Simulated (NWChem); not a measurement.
# One shape, several levels: BHSeCl2 (SMILES ClB(Cl)[SeH])

Wanted: a comparison of 3 runs (HF/STO-3G, HF/3-21G, B3LYP/6-31G*) of BHSeCl2. 

The calculation is run with NWChem 7.3.0.

### 1 The structure to begin with

BHSeCl2: 5 atoms, total charge 0, spin state singlet. As SMILES, `ClB(Cl)[SeH]`. The shape is that of a PBE0-D4/def2-TZVP optimisation.

Bond lengths: Cl1–B2 1.744 Å, B2–Cl3 1.746 Å, B2–Se4 1.927 Å, Se4–H5 1.468 Å. Angles: Cl1–B2–Cl3 119.8°, Cl1–B2–Se4 122.8°, Cl3–B2–Se4 117.4°, B2–Se4–H5 95.0°.

### 2 Energy and forces at HF/STO-3G (run 1)

mymol.nw

```
start mymol
title "BCl2HSe"
memory total 2200 mb

geometry units angstroms noautosym nocenter noautoz
Cl     0.365300     0.131400     1.782000
B      0.312300    -0.421300     0.129200
Cl     1.157600    -1.879500    -0.325000
Se    -0.651400     0.512100    -1.253700
H     -1.134100     1.583700    -0.373900
end

basis spherical bse
* library STO-3G
end

scf
thresh 1e-08
maxiter 80
print medium
end

task scf gradient
```

Started as:

```sh
$ nwchem mymol.nw > mymol.out
```

The program printed:

```text
[...]
  functions       =    42
[...]
  wavefunction    = RHF
[...]
         Total SCF energy =  -3307.776663498789
      One-electron energy =  -5333.731222087223
      Two-electron energy =   1666.260647841971
 Nuclear repulsion energy =    359.693910746462
        Time for solution =      1.9s
[...]
                         RHF ENERGY GRADIENTS
    atom               coordinates                        gradient
                 x          y          z           x          y          z
   1 Cl      0.690317   0.248310   3.367492   -0.000611  -0.007467  -0.021860
   2 B       0.590161  -0.796142   0.244153    0.016501  -0.013698   0.029556
   3 Cl      2.187547  -3.551740  -0.614161   -0.012282   0.019670   0.002660
   4 Se     -1.230968   0.967729  -2.369149    0.000046  -0.007832  -0.020144
   5 H      -2.143138   2.992759  -0.706569   -0.003655   0.009327   0.009789
[...]
```

It took 3.6 s on 1 thread of Intel Xeon 6975P-C (Granite Rapids), shared host; peak memory 0.1 GiB.

### 3 Energy and gradient at HF/3-21G (run 2)

bcl2hse.nw

```
start bcl2hse
title "BCl2HSe hf"
memory total 2200 mb

geometry noautosym nocenter noautoz
   Cl       0.365300       0.131400       1.782000
   B        0.312300      -0.421300       0.129200
   Cl       1.157600      -1.879500      -0.325000
   Se      -0.651400       0.512100      -1.253700
   H       -1.134100       1.583700      -0.373900
end

basis "ao basis" spherical bse
   * library 3-21G
end

scf
   thresh 1e-08
   maxiter 80
end

task scf gradient
```

Started as:

```sh
$ nwchem bcl2hse.nw > bcl2hse.out
```

The program printed:

```text
[...]
  functions       =    59
[...]
  wavefunction    = RHF
[...]
         Total SCF energy =  -3328.274470153481
      One-electron energy =  -5346.583230518382
      Two-electron energy =   1658.614849618439
 Nuclear repulsion energy =    359.693910746462
        Time for solution =      2.2s
[...]
                         RHF ENERGY GRADIENTS
    atom               coordinates                        gradient
                 x          y          z           x          y          z
   1 Cl      0.690317   0.248310   3.367492   -0.000380  -0.006765  -0.019117
   2 B       0.590161  -0.796142   0.244153    0.006076  -0.004962   0.011045
   3 Cl      2.187547  -3.551740  -0.614161   -0.010544   0.017858   0.004822
   4 Se     -1.230968   0.967729  -2.369149    0.003291  -0.004653   0.000965
   5 H      -2.143138   2.992759  -0.706569    0.001557  -0.001477   0.002285
[...]
```

Wall time 3.9 s (1 thread of Intel Xeon 6975P-C (Granite Rapids), shared host); peak memory 0.098 GiB.

### 4 Energy and gradient at B3LYP/6-31G(d) (Cartesian functions) (run 3)

bcl2hse.nw

```
start bcl2hse
title "BCl2HSe"
memory total 2200 mb
geometry units atomic noautosym nocenter noautoz
 Cl  0.69031695  0.24831001  3.36749195
 B   0.59016147 -0.79614162  0.24415262
 Cl  2.18754696 -3.55174025 -0.61416099
 Se -1.23096760  0.96772875 -2.36914964
 H  -2.14313840  2.99275926 -0.70656860
end
basis "ao basis" cartesian
 Cl library 6-31G*
 B library 6-31G*
 Se library 6-31G*
 H library 6-31G*
end
dft
 xc b3lyp
 grid fine
 convergence energy 1e-08
 maxiter 100
 mulliken
 print low
end
task dft gradient
```

Started as:

```sh
$ nwchem bcl2hse.nw > bcl2hse.out
```

The program printed:

```text
[...]
 d= 0,ls=0.0,diis     1  -3347.1511797915 -3.71D+03  1.63D-02  1.89D+00     2.0
[...]
 d= 0,ls=0.0,diis    10  -3347.2454837723 -9.47D-10  3.26D-07  7.86D-10    14.1
         Total DFT energy =    -3347.245483772304
      One electron energy =    -5364.300741100129
           Coulomb energy =     1805.490739730726
    Exchange-Corr. energy =     -148.129367447793
 Nuclear repulsion energy =      359.693885044891
[...]
      Total Density - Mulliken Population Analysis
     ---------------------------------------------
    Atom       Charge   Shell Charges
 -----------   ------   -------------------------------------------------------
    1 Cl  17    17.07   2.00  1.99  5.97  1.46  3.64  0.54  1.50 -0.02
    2 B    5     4.89   1.99  0.58  1.40  0.35  0.46  0.10
    3 Cl  17    17.07   2.00  1.99  5.97  1.46  3.64  0.54  1.49 -0.02
    4 Se  34    34.09   2.00  1.99  6.00  1.93  5.98  1.57  3.23  0.32  0.92  6.99  2.96  0.20
    5 H    1     0.88   0.48  0.41
[...]
                         DFT ENERGY GRADIENTS
    atom               coordinates                        gradient
                 x          y          z           x          y          z
   1 Cl      0.690317   0.248310   3.367492   -0.000288  -0.002980  -0.008881
   2 B       0.590161  -0.796142   0.244153    0.000430  -0.000327   0.000783
   3 Cl      2.187547  -3.551740  -0.614161   -0.004394   0.007623   0.002485
   4 Se     -1.230968   0.967729  -2.369150    0.002152  -0.000122   0.008248
   5 H      -2.143138   2.992759  -0.706569    0.002100  -0.004194  -0.002635
 Task  times  cpu:       21.1s     wall:       21.1s
 Total times  cpu:       21.1s     wall:       21.1s
```

It took 22 s on 1 thread of Intel Xeon 6975P-C (Granite Rapids), shared host; peak memory 0.12 GiB.

### 5 Overview of the runs

```
run                               level  Cartesian functions  iteration cap   energy (Eh)  dipole moment (D)  HOMO energy (eV)  LUMO energy (eV)  wall time
  1                           HF/STO-3G                   no             80  -3307.776663               1.93             -8.74              5.14      3.6 s
  2                            HF/3-21G                   no             80  -3328.274470               1.78            -10.59              1.89      3.9 s
  3  B3LYP/6-31G* (Cartesian functions)                  yes            100  -3347.245484                  –                 –                 –       22 s
```

### 6 Results

```
                       quantity           value
            run 3: total energy  -3347.24548 Eh
run 3: largest force on an atom      0.482 eV/Å
```

**Reading.** In run 1 the basis is minimal, so the values are rough. All runs together took 29 s, the longest 22 s.
